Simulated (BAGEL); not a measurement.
**HF/6-31G(d) (density fitting with cc-pvqz-jkfit, spherical functions) run of B3H3O3 (SMILES B1OBOBO1)**

What is the energy change on altering one bond length of B3H3O3 at HF/6-31G* (density fitting with cc-pvqz-jkfit, spherical functions)? 

The calculation is run with BAGEL 1.2.2.

3 further runs of the same task are left out: 3 that didn't finish.

### 1 The system as given

The species is B3H3O3 (9 atoms), meant as a singlet with charge 0. As SMILES, `B1OBOBO1`. The coordinates come from a PBE0-D4/def2-TZVP relaxation. This is one conformer, not always the lowest.

Bond lengths: B1–O2 1.372 Å, O2–B3 1.372 Å, B3–O4 1.372 Å, O4–B5 1.372 Å, B1–O6 1.372 Å, B5–O6 1.372 Å, B1–H7 1.190 Å, B3–H8 1.190 Å, B5–H9 1.190 Å. Some angles: B1–O2–B3 120.3°, O2–B1–O6 119.7°, O2–B3–O4 119.7°, B3–O4–B5 120.3°, O4–B5–O6 119.7°, B1–O6–B5 120.3°, O2–B1–H7 120.2°, O6–B1–H7 120.2°, O2–B3–H8 120.2°, O4–B3–H8 120.2°.

### 2 A single-point energy at HF/6-31G(d) (density fitting with cc-pvqz-jkfit, spherical functions)

The input, calc.json:

```json
{ "bagel" : [

{
  "title" : "molecule",
  "basis" : "6-31gs.json",
  "df_basis" : "cc-pvqz-jkfit",
  "angstrom" : true,
  "geometry" : [
    { "atom" : "B", "xyz" : [       1.301600,       0.115800,      -0.424700 ] },
    { "atom" : "O", "xyz" : [       0.612800,      -1.053500,      -0.624800 ] },
    { "atom" : "B", "xyz" : [      -0.686900,      -1.172700,      -0.202300 ] },
    { "atom" : "O", "xyz" : [      -1.297400,      -0.115400,       0.423200 ] },
    { "atom" : "B", "xyz" : [      -0.614800,       1.056900,       0.626900 ] },
    { "atom" : "O", "xyz" : [       0.684600,       1.168900,       0.201600 ] },
    { "atom" : "H", "xyz" : [       2.429300,       0.216200,      -0.792600 ] },
    { "atom" : "H", "xyz" : [      -1.281900,      -2.188700,      -0.377500 ] },
    { "atom" : "H", "xyz" : [      -1.147300,       1.972500,       1.170100 ] }
  ]
},

{ "title" : "hf" },

{ "title" : "print", "file" : "orbitals.molden", "orbitals" : true }

]}
```

The basis set 6-31G* is read from a file made from the Basis Set Exchange's data (not shown).

On the command line:

```bash
$ BAGEL_NUM_THREADS=1 BAGEL calc.json > calc.out
```

The program printed:

```text
* using 1 threads per process

  ===============================================================
  ===============================================================

  *** Geometry ***

  { "atom" : "B", "xyz" : [      2.459668,      0.218830,     -0.802567 ] },
  { "atom" : "O", "xyz" : [      1.158024,     -1.990826,     -1.180701 ] },
  { "atom" : "B", "xyz" : [     -1.298053,     -2.216082,     -0.382292 ] },
  { "atom" : "O", "xyz" : [     -2.451731,     -0.218074,      0.799732 ] },
  { "atom" : "B", "xyz" : [     -1.161804,      1.997252,      1.184669 ] },
  { "atom" : "O", "xyz" : [      1.293707,      2.208901,      0.380969 ] },
  { "atom" : "H", "xyz" : [      4.590712,      0.408559,     -1.497797 ] },
  { "atom" : "H", "xyz" : [     -2.422440,     -4.136044,     -0.713372 ] },
  { "atom" : "H", "xyz" : [     -2.168083,      3.727485,      2.211169 ] },

  Number of auxiliary basis functions:      789

  Since a DF basis is specified, we compute 2- and 3-index integrals:
    o Being stored without compression. Storage requirement is 0.051 GB

  Number of basis functions:       90
  Number of electrons      :       42

    * METHOD: MOLECULE                             0.98

  *** RHF ***

  === Nuclear Repulsion ===
   201.5010933375

      * DIIS with orbital gradients will be used.

  === RHF iteration (6-31gs.json) ===
      0       -300.36760465          0.02360353           0.16
      1       -300.59836962          0.01469029           0.17
      2       -300.69554626          0.00154754           0.19
      3       -300.69750956          0.00016127           0.16
      4       -300.69753654          0.00003027           0.16
      5       -300.69753735          0.00000962           0.16
      6       -300.69753747          0.00000291           0.17
      7       -300.69753748          0.00000042           0.16
      8       -300.69753748          0.00000016           0.16
      9       -300.69753748          0.00000008           0.16
     10       -300.69753748          0.00000001           0.16
    * SCF iteration converged.

    * Permanent dipole moment:
           (    0.000272,     0.000139,     0.000149) a.u.

    * METHOD: HF                                   2.11

    * METHOD: PRINT                                0.02

  ===============================================================
```

It took 3.6 s on 1 thread of Intel Xeon Platinum 8259CL at 2.50GHz (Skylake/Cascade Lake), shared host; peak memory 0.19 GiB.

### 3 The distorted shape

The input, input.json:

```json
{ "bagel" : [

{
  "title" : "molecule",
  "basis" : "6-31gs.json",
  "df_basis" : "cc-pvqz-jkfit",
  "angstrom" : true,
  "geometry" : [
    { "atom" : "B", "xyz" : [       1.567835,      -0.341975,      -0.696285 ] },
    { "atom" : "O", "xyz" : [       0.879035,      -1.511275,      -0.896385 ] },
    { "atom" : "B", "xyz" : [      -0.420665,      -1.630475,      -0.473885 ] },
    { "atom" : "O", "xyz" : [      -1.031165,      -0.573175,       0.151615 ] },
    { "atom" : "B", "xyz" : [      -0.348565,       0.599125,       0.355315 ] },
    { "atom" : "O", "xyz" : [       0.950835,       0.711125,      -0.069985 ] },
    { "atom" : "H", "xyz" : [       2.695535,      -0.241575,      -1.064185 ] },
    { "atom" : "H", "xyz" : [      -1.015665,      -2.646475,      -0.649085 ] },
    { "atom" : "H", "xyz" : [      -1.147300,       1.972500,       1.170100 ] }
  ]
},

{
  "title" : "hf"
},

{
  "title" : "print",
  "file" : "orbitals.molden",
  "orbitals" : true
}

]}
```

The basis set 6-31G* is read from a file made from the Basis Set Exchange's data (not shown).

On the command line:

```bash
$ BAGEL_NUM_THREADS=1 BAGEL input.json > input.out
```

The program printed:

```text
* using 1 threads per process

  ===============================================================
  ===============================================================

  *** Geometry ***

  { "atom" : "B", "xyz" : [      2.962779,     -0.646239,     -1.315788 ] },
  { "atom" : "O", "xyz" : [      1.661135,     -2.855896,     -1.693922 ] },
  { "atom" : "B", "xyz" : [     -0.794942,     -3.081151,     -0.895513 ] },
  { "atom" : "O", "xyz" : [     -1.948619,     -1.083144,      0.286511 ] },
  { "atom" : "B", "xyz" : [     -0.658692,      1.132182,      0.671448 ] },
  { "atom" : "O", "xyz" : [      1.796818,      1.343831,     -0.132252 ] },
  { "atom" : "H", "xyz" : [      5.093823,     -0.456511,     -2.011018 ] },
  { "atom" : "H", "xyz" : [     -1.919329,     -5.001113,     -1.226593 ] },
  { "atom" : "H", "xyz" : [     -2.168083,      3.727485,      2.211169 ] },

  Number of auxiliary basis functions:      789

  Since a DF basis is specified, we compute 2- and 3-index integrals:
    o Being stored without compression. Storage requirement is 0.051 GB

  Number of basis functions:       90
  Number of electrons      :       42

    * METHOD: MOLECULE                             0.98

  *** RHF ***

  === Nuclear Repulsion ===
   199.6552253824

      * DIIS with orbital gradients will be used.

  === RHF iteration (6-31gs.json) ===
      0       -300.28443487          0.02352743           0.16
      1       -300.51652243          0.01479564           0.16
      2       -300.61560087          0.00157176           0.16
      3       -300.61778339          0.00017334           0.16
      4       -300.61781490          0.00004666           0.16
      5       -300.61781630          0.00001608           0.16
      6       -300.61781653          0.00000561           0.17
      7       -300.61781656          0.00000179           0.16
      8       -300.61781657          0.00000045           0.16
      9       -300.61781657          0.00000018           0.16
     10       -300.61781657          0.00000007           0.16
     11       -300.61781657          0.00000002           0.16
     12       -300.61781657          0.00000001           0.16
    * SCF iteration converged.

    * Permanent dipole moment:
           (   -0.197387,     0.339964,     0.201746) a.u.

    * METHOD: HF                                   2.41

    * METHOD: PRINT                                0.02

  ===============================================================
```

Wall time 3.9 s (1 thread of Intel Xeon Platinum 8259CL at 2.50GHz (Skylake/Cascade Lake), shared host); peak memory 0.19 GiB.

### 4 What came out

Level: HF/6-31G* (density fitting with cc-pvqz-jkfit, spherical functions).

```
                                                         quantity          value
                                        first shape: total energy  -300.69754 Eh
                                       first shape: dipole moment         0.00 D
                                         first shape: HOMO energy      -13.58 eV
                                         first shape: LUMO energy        3.91 eV
                                       first shape: HOMO–LUMO gap       17.48 eV
                                    distorted shape: total energy  -300.61782 Eh
                                   distorted shape: dipole moment         1.12 D
                                     distorted shape: HOMO energy      -11.38 eV
                                     distorted shape: LUMO energy        3.65 eV
                                   distorted shape: HOMO–LUMO gap       15.03 eV
energy change with the B5–H9 bond stretched from 1.190 to 1.786 Å       2.169 eV
```

**Reading.** With the B5–H9 bond stretched from 1.190 to 1.786 Å the energy rises by 2.17 eV (209 kJ/mol). The first shape isn't relaxed at this level, so the change isn't measured from a minimum.
